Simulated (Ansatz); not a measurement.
**CH₃BOTe: basis-set convergence**

How large a basis does CH₃BOTe need? Two functionals are run in growing sets.

The runs use Ansatz 0.2.0, Gaussian basis; one geometry, several basis sets.

Levels to be run: PBE0-D4/def2-SVP; ωB97M-V/def2-SVP; PBE0-D4/def2-QZVPP; ωB97M-V/def2-QZVPP; the functionals' def2-TZVPP values are taken from earlier runs.

## (1) The relaxed structure

All runs share one geometry, relaxed beforehand with PBE0-D4/def2-TZVP. Te takes the def2 core potential; no spin-orbit term is included.

SMILES `O=CB[TeH]`, 7 atoms, charge 0, spin multiplicity 1.

Atoms are counted from 1 here; the program's logs count them from 0.

Bond lengths: O1–C2 1.209 Å, C2–B3 1.574 Å, C2–H5 1.119 Å, B3–Te4 2.097 Å, B3–H6 1.192 Å, Te4–H7 1.660 Å. Angles: O1–C2–B3 123.5°, O1–C2–H5 119.2°, B3–C2–H5 117.2°, C2–B3–Te4 121.3°, C2–B3–H6 121.7°, Te4–B3–H6 117.0°, B3–Te4–H7 95.3°.

## (2) PBE0-D4 in def2-SVP

Input file in.yaml:

```yaml
crystal:
  periodic: [false, false, false]
  atoms:
    - {symbol: O, position_ang: [-1.646258, 0.260385, -0.924217]}
    - {symbol: C, position_ang: [-0.592697, 0.703222, -0.528318]}
    - {symbol: B, position_ang: [0.133672, 0.189544, 0.769557]}
    - {symbol: Te, position_ang: [1.236284, -1.594108, 0.766598]}
    - {symbol: H, position_ang: [-0.098874, 1.530689, -1.097730]}
    - {symbol: H, position_ang: [0.112130, 0.810755, 1.786940]}
    - {symbol: H, position_ang: [0.917246, -1.968489, -0.818429]}
basis:
  gaussian: {orbitals: def2-SVP}
hamiltonian: {xc: pbe0, dispersion: d4}
output: {orbitals: {seedname: orbitals}}
```

The run is started by

```bash
$ ansatz run in.yaml --threads 2 --pin off --events-out ev --progress --plain --max-ram 4352MiB
```

Further steps of the session: ωB97M-V in def2-SVP; PBE0-D4 in def2-QZVPP; ωB97M-V in def2-QZVPP.

**Question.** What will the summary of the whole plan be? Wanted: PBE0-D4: double and triple zeta above quadruple; ωB97M-V: double and triple zeta above quadruple.

The runs gave:

```
                                       quantity          value
PBE0-D4: double and triple zeta above quadruple  4.91, 0.26 eV
ωB97M-V: double and triple zeta above quadruple  5.10, 0.25 eV
```

**Reading.** PBE0-D4 gains 4.66 eV from double to triple zeta, then 0.26 eV more. These are total energies; as a rule much of such shifts cancels in differences, which this series doesn't test.
